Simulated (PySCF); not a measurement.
**[Ce(SH)3]+: other functionals and bases at one geometry**

An exercise on one series of results from a longer session: the logs are not shown, and one member is left open.

Method: several levels, as the steps say, no spin–orbit coupling; program: PySCF 2.14.0.

1 further run of the same task is left out (for a known fault of the program).

### The starting structure

7 atoms, charge 1, spin multiplicity 1.

Bond lengths: Ce1–S2 2.514 Å, Ce1–S4 2.514 Å, Ce1–S6 2.514 Å, S2–H3 1.358 Å, S4–H5 1.358 Å, S6–H7 1.358 Å. Angles: S2–Ce1–S4 106.9°, S2–Ce1–S6 106.9°, S4–Ce1–S6 106.9°, Ce1–S2–H3 100.6°, Ce1–S4–H5 100.6°, Ce1–S6–H7 100.6°.

Geometry (Å):

```
Ce    0.0000    0.0000   -0.0246
S     2.2992    0.3914    0.9128
H     2.5375   -0.8093    1.5003
S    -1.4886    1.7955    0.9128
H    -0.5679    2.6022    1.5003
S    -0.8106   -2.1869    0.9128
H    -1.9696   -1.7929    1.5003
```

Formal oxidation states: Ce +4. The 4f shell is empty and lies in the core potential. An earlier session relaxed this geometry at PBE0, Ce lcecp-2-SVP with ECP46, S def2-SVP, H def2-SVP (singlet, point group C3).

At PBE0 on the finer grid: E = -1234.005385 Eh, frontier levels not given, since the 4f levels lie in the core, Mulliken charge on Ce1 +1.15 e, largest force component 0.013 eV/Å. The large-core potential holds the 4f shell empty.

Levels to run: PBE; B3LYP; PBE0, TZVP. Hardware: 2 threads of Arm Neoverse V1, shared host.

Set-up of the first run:

File run.py (the lines that set the calculation):

```python
mol = gto.M(atom='''
Ce     0.00000     0.00000    -0.02460
S      2.29925     0.39142     0.91276
H      2.53752    -0.80931     1.50032
S     -1.48860     1.79550     0.91276
H     -0.56788     2.60221     1.50032
S     -0.81065    -2.18692     0.91276
H     -1.96965    -1.79290     1.50032''',
    basis={'Ce': 'lcecp-2-SVP', 'S': 'def2-SVP', 'H': 'def2-SVP'},
    ecp={'Ce': 'lcecp-2-SVP'},
    charge=1, spin=0)
mf = dft.RKS(mol, xc='PBE')
mf.grids.atom_grid = (75, 302)  # f atoms: unpruned, at least (60, 302)
mf = mf.density_fit()  # fitting sets: Ce AutoAux, S def2-universal-JKFIT, H def2-universal-JKFIT
mf.conv_tol = 1e-08; mf.max_cycle = 55
mf.kernel(dm0)  # dm0: the density of the relaxed state
```

Run with:

```
$ OMP_NUM_THREADS=2 python run.py
```

Steps of the session up to this table: PBE; B3LYP; PBE0, TZVP.

One of the session's tables, all rows but one given; the rest of the session is left out.

```
              level  charge on Ce1 (e)  dipole (D)  largest force component (eV/Å)
PBE0 (relaxed here)               1.15        2.43                            0.01
                PBE                  ?           ?                               ?
              B3LYP               1.07        2.36                            0.39
         PBE0, TZVP               1.39        2.54                            0.20
```

Q: Estimate the row for PBE from the others.

**Answer.** charge on Ce1 (e): 0.99; dipole (D): 1.99; largest force component (eV/Å): 0.35. In the column «charge on Ce1 (e)» it is the lowest.

The dipole of a charged species depends on the origin, so these sizes hold for this origin alone.

The largest leftover force, 0.39 eV/Å with B3LYP, stands at a geometry relaxed at another level. With 4f in the core, its levels are missing from HOMO and gap, and its count is fixed, so no charge can pass from the ligands into it. Total energies of different levels can't be compared.
